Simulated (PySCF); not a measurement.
# Br4Si: the cost of one run

Method: levels as typed in each script, gas phase, geometry from GFN2-xTB; program: PySCF 2.14.0.

**1. Starting geometry**

SMILES `Br[Si](Br)(Br)Br`, 5 atoms, charge 0, spin multiplicity 1.

Bond lengths: Br1–Si2 2.210 Å, Si2–Br3 2.210 Å, Si2–Br4 2.210 Å, Si2–Br5 2.209 Å. Angles: Br1–Si2–Br3 109.4°, Br1–Si2–Br4 109.5°, Br1–Si2–Br5 109.5°, Br3–Si2–Br4 109.5°, Br3–Si2–Br5 109.5°, Br4–Si2–Br5 109.5°.

As a file:

```xyz
5
charge 0, multiplicity 1
Br   -1.27575    0.05680    1.80309
Si    0.00037    0.00031    0.00023
Br   -1.27584   -0.05675   -1.80308
Br    1.27564   -1.80323    0.05672
Br    1.27580    1.80305   -0.05682
```

**2. Density, bond paths and surface potential (wB97X/def2-tzvp)**

input.py reads:

```python
import numpy as np
from pyscf import gto, scf, dft
from pyscf.scf import atom_ks, atom_hf
from scipy.linalg import block_diag

def solve(mol, dm0=None, hcore=None):
    mf = (dft.UKS if mol.spin else dft.RKS)(mol, xc='wb97x')
    mf.grids.level = 3
    mf = mf.density_fit(auxbasis='def2-universal-jkfit')
    mf.conv_tol, mf.max_cycle = 1e-8, 80
    if hcore is not None:
        mf.get_hcore = lambda *args: hcore
    mf.kernel(dm0)
    if not mf.converged:
        mf = mf.newton().run(mf.mo_coeff, mf.mo_occ, max_cycle=30)
    assert mf.converged, 'SCF not converged'
    return mf

mol = gto.M(atom='''
Br    -1.27575     0.05680     1.80309
Si     0.00037     0.00031     0.00023
Br    -1.27584    -0.05675    -1.80308
Br     1.27564    -1.80323     0.05672
Br     1.27580     1.80305    -0.05682
''', basis='def2-tzvp', charge=0, spin=0, verbose=4)
mf = solve(mol)
mf.analyze()
# spherically averaged free atoms, for the promolecule
atm = atom_ks.get_atm_nrks(mol, xc='wb97x')
pro = block_diag(*[(atm[a[0]][2] * atm[a[0]][3]) @ atm[a[0]][2].T for a in mol._atom])
np.savez('result.npz', e=mf.e_tot, c=mf.mo_coeff, occ=mf.mo_occ, eps=mf.mo_energy, pro=pro, dip=mf.dip_moment(verbose=0), s2=mf.spin_square()[0])
```

Launch:

```sh
OMP_NUM_THREADS=1 python input.py
```

Q: Estimate wall time and peak memory on 1 thread of Intel Xeon Platinum 8259CL at 2.50GHz (Skylake/Cascade Lake), shared host.

About 55 s, with a peak of 1.1 GiB.
